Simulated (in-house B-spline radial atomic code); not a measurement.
# Sn⁺: excited configurations

Aim: the energies of several excited configurations of Sn⁺ above a reference configuration, each from its own self-consistent run.

Program: in-house B-spline radial atomic code version 1. Level of theory: scalar-relativistic (spin-free one-electron X2C) r2SCAN0, spin-polarised, spherical density, exact exchange averaged over the configuration, Fermi nucleus, basis-set limit. These are calculated values, not measurements, unless marked.

### 1 Starting point

- element: tin (Z = 50)
- charge: +1
- electrons: 49
- configuration: [Kr] 4d10 5s2 5p1
- Hamiltonian: scalar-relativistic (X2C)
- nucleus: Fermi, rms radius 4.652 fm

The outer shells:

[Kr] 4d10 5s2 5p1
```
[Kr] core
4d [↑↓][↑↓][↑↓][↑↓][↑↓]
5s [↑↓]
5p [↑ ][  ][  ]
```

Where spins are not typed, each open shell is filled with up spins first.

Settings, as recorded:

```ini
Z = 50
electrons = 49.0
configuration = [Kr] 4d10 5s2 5p1
hamiltonian = x2c
method = r2scan0
spin_polarised = True
nucleus = fermi
rms_radius = 4.6519
mass_number = 120
atomic_mass = 119.902202557
speed_of_light = 137.035999084
exact_exchange = averaged over the configuration
```

The reference is known from an earlier run: -6176.270045 hartree in all. Up to eight levels, counted from the top:

```
orbital  occupation  energy (eV)  <r> (bohr)
4s down           1      -151.12      0.8211
  4p up           3      -104.92      0.8878
4p down           3      -104.86      0.8878
  4d up           5      -37.120       1.095
4d down           5      -37.022       1.091
  5s up           1      -19.644       2.340
5s down           1      -18.412       2.311
  5p up           1      -11.732       2.873
```

### 2 [Kr] 4d9 5s2 5p1 5d1

Settings: those of step 1 with these lines changed.

```diff
@@ -2,3 +2,3 @@
 electrons = 49.0
-configuration = [Kr] 4d10 5s2 5p1
+configuration = [Kr] 4d9 5s2 5p1 5d1
 hamiltonian = x2c
```

Started as:

```console
$ python run_scf.py task.json out
```

One command runs all members of the session, one after another, from task.json.

The program writes no log. Results of the run, from its result record (rounded, main fields):

```text
status: converged
iterations: 9
energy [hartree]: {"total": -6174.99034643, "kinetic": 6502.6095195, "nuclear": -14959.2990244, "coulomb": 2447.41079287, "exact_exchange": -40.6320177447, "xc": -125.079616661}
orbitals [hartree, bohr; first row names the columns]:
  - ["name", "occ", "eps", "<r>"]
  - ["1s up", 1.0, -1069.9837, 0.028478]
  - ["1s down", 1.0, -1069.982, 0.028477]
  - ["2s up", 1.0, -163.4547, 0.12493]
  - ["2s down", 1.0, -163.43791, 0.12492]
  - ["2p up", 3.0, -146.75262, 0.10934]
  - ["2p down", 3.0, -146.73786, 0.10934]
  - ["3s up", 1.0, -32.677, 0.3381]
  - ["3s down", 1.0, -32.671073, 0.33809]
  - ["3p up", 3.0, -27.144933, 0.33669]
  - ["3p down", 3.0, -27.136702, 0.33667]
  - ["3d up", 5.0, -18.609885, 0.31427]
  - ["3d down", 5.0, -18.59396, 0.31438]
  - ["4s up", 1.0, -5.9722471, 0.81681]
  - ["4s down", 1.0, -5.9119726, 0.81678]
  - ["4p up", 3.0, -4.2608173, 0.88031]
  - ["4p down", 3.0, -4.1949208, 0.88057]
  - ["4d up", 5.0, -1.733433, 1.0605]
  - ["4d down", 4.0, -1.6828408, 1.0603]
  - ["5s up", 1.0, -0.90591224, 2.1885]
  - ["5s down", 1.0, -0.8412079, 2.1724]
  - ["5p up", 1.0, -0.57517429, 2.6301]
  - ["5d up", 1.0, -0.20028134, 4.4933]
sum_r [bohr^k]: {"-1": 304.5473, "1": 34.74655, "2": 62.88231}
energy_minus_base [hartree]: 1.27969875
```

Wall time 0.45 s (1 thread, shared host).

energy_minus_base is the energy less that of the reference run. Meta-GGA runs start from a PBE run whose iterations are not counted.

Radial density 4πr²n(r) and radial functions P(r) = rR(r):

```
r (bohr)      4πr²n  4d down    5p up    5d up
 0.00303      12.34   0.0001   0.0024   0.0000
 0.00476      22.68   0.0002   0.0052   0.0000
 0.00746      37.94   0.0006   0.0111   0.0001
  0.0117      55.15   0.0022   0.0230   0.0004
  0.0184      64.95   0.0072   0.0454   0.0015
  0.0288      59.88   0.0227   0.0812   0.0046
  0.0452      56.52   0.0664   0.1234   0.0135
  0.0709      76.18   0.1700   0.1354   0.0346
   0.111      76.69   0.3548   0.0527   0.0722
   0.174      56.58   0.5398  -0.1268   0.1090
   0.274      67.74   0.4410  -0.1941   0.0860
   0.429      32.47  -0.1726   0.0712  -0.0426
   0.673      22.04  -0.9094   0.3287  -0.1813
    1.06      16.27  -0.9922   0.0121  -0.1294
    1.66      4.415  -0.5143  -0.5507   0.1306
    2.60      1.556  -0.1276  -0.6720   0.4161
    4.07     0.4308  -0.0126  -0.3284   0.4990
    6.39     0.1016  -0.0003  -0.0568   0.3128
    10.0   0.006154   0.0000  -0.0024   0.0784
    15.7  2.321e-05   0.0000   0.0000   0.0048
```

Clear maxima of the radial density (full grid of the record): 0.018, 0.089, 0.27, 0.84 bohr.

X-ray form factor of the spherical density:

```
sinθ/λ (1/Å)  f (electrons)
           0         49.000
         0.1         45.552
         0.2         39.970
         0.3         34.627
         0.4         29.979
         0.6         23.148
         0.8         19.087
           1         16.364
         1.4         11.905
         1.8          8.519
         2.5          5.711
           4          3.579
           6          1.848
```

### 3 Configuration [Ar] 3d9 4s2 4p6 4d10 5s2 5p1 5f1

Settings: those of step 2 with these lines changed.

```diff
@@ -2,3 +2,3 @@
 electrons = 49.0
-configuration = [Kr] 4d9 5s2 5p1 5d1
+configuration = [Ar] 3d9 4s2 4p6 4d10 5s2 5p1 5f1
 hamiltonian = x2c
```

From the record:

```text
status: converged
iterations: 10
energy [hartree]: {"total": -6157.76778837, "kinetic": 6485.87615327, "nuclear": -14887.6583352, "coulomb": 2407.91343463, "exact_exchange": -39.9871320445, "xc": -123.91190904}
orbitals [hartree, bohr; first row names the columns]:
  - ["name", "occ", "eps", "<r>"]
  - ["1s up", 1.0, -1071.4577, 0.028478]
  - ["1s down", 1.0, -1071.4549, 0.028478]
  - ["2s up", 1.0, -165.00605, 0.12491]
  - ["2s down", 1.0, -164.87982, 0.12485]
  - ["2p up", 3.0, -148.30265, 0.10933]
  - ["2p down", 3.0, -148.19797, 0.10927]
  - ["3s up", 1.0, -33.743062, 0.33582]
  - ["3s down", 1.0, -33.592509, 0.33611]
  - ["3p up", 3.0, -28.217627, 0.33381]
  - ["3p down", 3.0, -28.049412, 0.33423]
  - ["3d up", 5.0, -19.772752, 0.31004]
  - ["3d down", 4.0, -19.615871, 0.31133]
  - ["4s up", 1.0, -6.2818274, 0.80394]
  - ["4s down", 1.0, -6.2595536, 0.80546]
  - ["4p up", 3.0, -4.5413752, 0.86365]
  - ["4p down", 3.0, -4.5205643, 0.86541]
  - ["4d up", 5.0, -1.9647125, 1.0275]
  - ["4d down", 5.0, -1.9443668, 1.0273]
  - ["5s up", 1.0, -1.05003, 2.139]
  - ["5s down", 1.0, -0.99499486, 2.1258]
  - ["5p up", 1.0, -0.7051167, 2.5213]
  - ["5f up", 1.0, -0.07232781, 14.278]
sum_r [bohr^k]: {"-1": 303.1171, "1": 44.56876, "2": 274.0466}
energy_minus_base [hartree]: 18.5022568
```

Wall time 1.2 s (1 thread, shared host).

### 4 Configuration [Kr] 4d9 5s2 5p2

Settings: those of step 3 with these lines changed.

```diff
@@ -2,3 +2,3 @@
 electrons = 49.0
-configuration = [Ar] 3d9 4s2 4p6 4d10 5s2 5p1 5f1
+configuration = [Kr] 4d9 5s2 5p2
 hamiltonian = x2c
```

From the record:

```text
status: converged
iterations: 9
energy [hartree]: {"total": -6175.34116828, "kinetic": 6502.96628042, "nuclear": -14965.773758, "coulomb": 2453.36887671, "exact_exchange": -40.6962977927, "xc": -125.206269655}
orbitals [hartree, bohr; first row names the columns]:
  - ["name", "occ", "eps", "<r>"]
  - ["1s up", 1.0, -1069.8552, 0.028478]
  - ["1s down", 1.0, -1069.8521, 0.028478]
  - ["2s up", 1.0, -163.32934, 0.12493]
  - ["2s down", 1.0, -163.31301, 0.12492]
  - ["2p up", 3.0, -146.62754, 0.10934]
  - ["2p down", 3.0, -146.6123, 0.10934]
  - ["3s up", 1.0, -32.553251, 0.3381]
  - ["3s down", 1.0, -32.546459, 0.33809]
  - ["3p up", 3.0, -27.021506, 0.33668]
  - ["3p down", 3.0, -27.012071, 0.33667]
  - ["3d up", 5.0, -18.485943, 0.31428]
  - ["3d down", 5.0, -18.469597, 0.31438]
  - ["4s up", 1.0, -5.8500047, 0.81677]
  - ["4s down", 1.0, -5.7881428, 0.81688]
  - ["4p up", 3.0, -4.1387813, 0.88055]
  - ["4p down", 3.0, -4.0713985, 0.88073]
  - ["4d up", 5.0, -1.6132763, 1.0658]
  - ["4d down", 4.0, -1.5605025, 1.0623]
  - ["5s up", 1.0, -0.83944012, 2.2301]
  - ["5s down", 1.0, -0.73737635, 2.2187]
  - ["5p up", 2.0, -0.50742578, 2.6812]
sum_r [bohr^k]: {"-1": 304.6767, "1": 33.10937, "2": 48.66561}
energy_minus_base [hartree]: 0.9288769
```

It took 0.38 s on 1 thread, shared host.

### 5 [Ar] 3d9 4s2 4p6 4d10 5s2 5p1 6p1

Settings: those of step 4 with these lines changed.

```diff
@@ -2,3 +2,3 @@
 electrons = 49.0
-configuration = [Kr] 4d9 5s2 5p2
+configuration = [Ar] 3d9 4s2 4p6 4d10 5s2 5p1 6p1
 hamiltonian = x2c
```

From the record:

```text
status: converged
iterations: 13
energy [hartree]: {"total": -6157.90031701, "kinetic": 6486.00838476, "nuclear": -14891.839735, "coulomb": 2411.87599738, "exact_exchange": -39.9938521598, "xc": -123.951111967}
orbitals [hartree, bohr; first row names the columns]:
  - ["name", "occ", "eps", "<r>"]
  - ["1s up", 1.0, -1071.3743, 0.028478]
  - ["1s down", 1.0, -1071.3712, 0.028478]
  - ["2s up", 1.0, -164.92329, 0.12491]
  - ["2s down", 1.0, -164.797, 0.12485]
  - ["2p up", 3.0, -148.2199, 0.10933]
  - ["2p down", 3.0, -148.11503, 0.10927]
  - ["3s up", 1.0, -33.660879, 0.33582]
  - ["3s down", 1.0, -33.510133, 0.33611]
  - ["3p up", 3.0, -28.135485, 0.33381]
  - ["3p down", 3.0, -27.967023, 0.33423]
  - ["3d up", 5.0, -19.690518, 0.31004]
  - ["3d down", 4.0, -19.53346, 0.31134]
  - ["4s up", 1.0, -6.2006376, 0.80396]
  - ["4s down", 1.0, -6.1778625, 0.80551]
  - ["4p up", 3.0, -4.4602617, 0.86368]
  - ["4p down", 3.0, -4.4390034, 0.86548]
  - ["4d up", 5.0, -1.8839967, 1.0282]
  - ["4d down", 5.0, -1.863129, 1.0276]
  - ["5s up", 1.0, -0.9744081, 2.1372]
  - ["5s down", 1.0, -0.91693859, 2.1333]
  - ["5p up", 1.0, -0.49456464, 4.2313]
  - ["6p up", 1.0, -0.31690548, 4.792]
sum_r [bohr^k]: {"-1": 303.2008, "1": 36.80398, "2": 85.17638}
energy_minus_base [hartree]: 18.3697282
```

Run time: 0.55 s. Hardware: 1 thread, shared host.

### 6 Configuration [Kr] 4d10 5s2 6s1

Settings: those of step 5 with these lines changed.

```diff
@@ -2,3 +2,3 @@
 electrons = 49.0
-configuration = [Ar] 3d9 4s2 4p6 4d10 5s2 5p1 6p1
+configuration = [Kr] 4d10 5s2 6s1
 hamiltonian = x2c
```

From the record:

```text
status: converged
iterations: 9
energy [hartree]: {"total": -6176.02640539, "kinetic": 6503.55090638, "nuclear": -14972.825264, "coulomb": 2459.56426413, "exact_exchange": -40.9048090945, "xc": -125.411502786}
orbitals [hartree, bohr; first row names the columns]:
  - ["name", "occ", "eps", "<r>"]
  - ["1s up", 1.0, -1069.7064, 0.028477]
  - ["1s down", 1.0, -1069.7059, 0.028477]
  - ["2s up", 1.0, -163.15731, 0.12493]
  - ["2s down", 1.0, -163.1571, 0.12493]
  - ["2p up", 3.0, -146.45652, 0.10934]
  - ["2p down", 3.0, -146.45641, 0.10934]
  - ["3s up", 1.0, -32.393894, 0.33813]
  - ["3s down", 1.0, -32.393332, 0.33813]
  - ["3p up", 3.0, -26.860505, 0.33673]
  - ["3p down", 3.0, -26.860162, 0.33673]
  - ["3d up", 5.0, -18.320824, 0.31436]
  - ["3d down", 5.0, -18.320609, 0.31435]
  - ["4s up", 1.0, -5.7037826, 0.82095]
  - ["4s down", 1.0, -5.702562, 0.82098]
  - ["4p up", 3.0, -4.0030003, 0.88796]
  - ["4p down", 3.0, -4.0021715, 0.88773]
  - ["4d up", 5.0, -1.5102349, 1.0896]
  - ["4d down", 5.0, -1.5083776, 1.0886]
  - ["5s up", 1.0, -0.80561538, 2.2369]
  - ["5s down", 1.0, -0.80684036, 2.258]
  - ["6s up", 1.0, -0.23939134, 5.6151]
sum_r [bohr^k]: {"-1": 304.8176, "1": 34.77282, "2": 69.60676}
energy_minus_base [hartree]: 0.243639793
```

Wall time 0.37 s (1 thread, shared host).

### 7 Configuration [Kr] 4d9 5s2 5p1 6d1

Settings: those of step 6 with these lines changed.

```diff
@@ -2,3 +2,3 @@
 electrons = 49.0
-configuration = [Kr] 4d10 5s2 6s1
+configuration = [Kr] 4d9 5s2 5p1 6d1
 hamiltonian = x2c
```

From the record:

```text
status: converged
iterations: 8
energy [hartree]: {"total": -6174.87309564, "kinetic": 6502.50789017, "nuclear": -14953.6673699, "coulomb": 2441.93497363, "exact_exchange": -40.6263759211, "xc": -125.022213616}
orbitals [hartree, bohr; first row names the columns]:
  - ["name", "occ", "eps", "<r>"]
  - ["1s up", 1.0, -1070.0971, 0.028478]
  - ["1s down", 1.0, -1070.0952, 0.028477]
  - ["2s up", 1.0, -163.56867, 0.12493]
  - ["2s down", 1.0, -163.55226, 0.12492]
  - ["2p up", 3.0, -146.86661, 0.10934]
  - ["2p down", 3.0, -146.8521, 0.10934]
  - ["3s up", 1.0, -32.790867, 0.3381]
  - ["3s down", 1.0, -32.784934, 0.33808]
  - ["3p up", 3.0, -27.258763, 0.33668]
  - ["3p down", 3.0, -27.25055, 0.33666]
  - ["3d up", 5.0, -18.723616, 0.31427]
  - ["3d down", 5.0, -18.707952, 0.31438]
  - ["4s up", 1.0, -6.0849081, 0.81677]
  - ["4s down", 1.0, -6.0252558, 0.81671]
  - ["4p up", 3.0, -4.3732678, 0.88034]
  - ["4p down", 3.0, -4.3080012, 0.8805]
  - ["4d up", 5.0, -1.8456303, 1.0604]
  - ["4d down", 4.0, -1.7957027, 1.0601]
  - ["5s up", 1.0, -1.0134438, 2.1604]
  - ["5s down", 1.0, -0.94891302, 2.1554]
  - ["5p up", 1.0, -0.67139101, 2.5447]
  - ["6d up", 1.0, -0.11604078, 9.6451]
sum_r [bohr^k]: {"-1": 304.4348, "1": 39.76623, "2": 143.2075}
energy_minus_base [hartree]: 1.39694954
```

It took 0.39 s on 1 thread, shared host.

### 8 The excitation energies

| net move | configuration | 2|M_S|+1 | energy above the reference (eV) | largest <r> (bohr) |
| --- | --- | --- | --- | --- |
| 5p → 6s | [Kr] 4d10 5s2 6s1 | 2 | 6.630 | 5.62 |
| 4d → 5p | [Kr] 4d9 5s2 5p2 | 4 | 25.276 | 2.68 |
| 4d → 5d | [Kr] 4d9 5s2 5p1 5d1 | 4 | 34.822 | 4.49 |
| 4d → 6d | [Kr] 4d9 5s2 5p1 6d1 | 4 | 38.013 | 9.65 |
| 3d → 6p | [Ar] 3d9 4s2 4p6 4d10 5s2 5p1 6p1 | 4 | 499.87 | 4.79 |
| 3d → 5f | [Ar] 3d9 4s2 4p6 4d10 5s2 5p1 5f1 | 4 | 503.47 | 14.3 |

The lowest of them is 5p → 6s at 6.630 eV and the highest 3d → 5f at 503.47 eV. 5 of them lie more than 60 % above minus the reference's highest level (11.732 eV), in the range where a state can decay by emitting an electron. Two partly filled shells share a symmetry and can mix in the average, which may lower the energy, for: 3d → 6p. The reference has 2|M_S|+1 = 2; 5 of the configurations differ from it in spin. These are spherical averages at the typed spins, not spectroscopic levels.
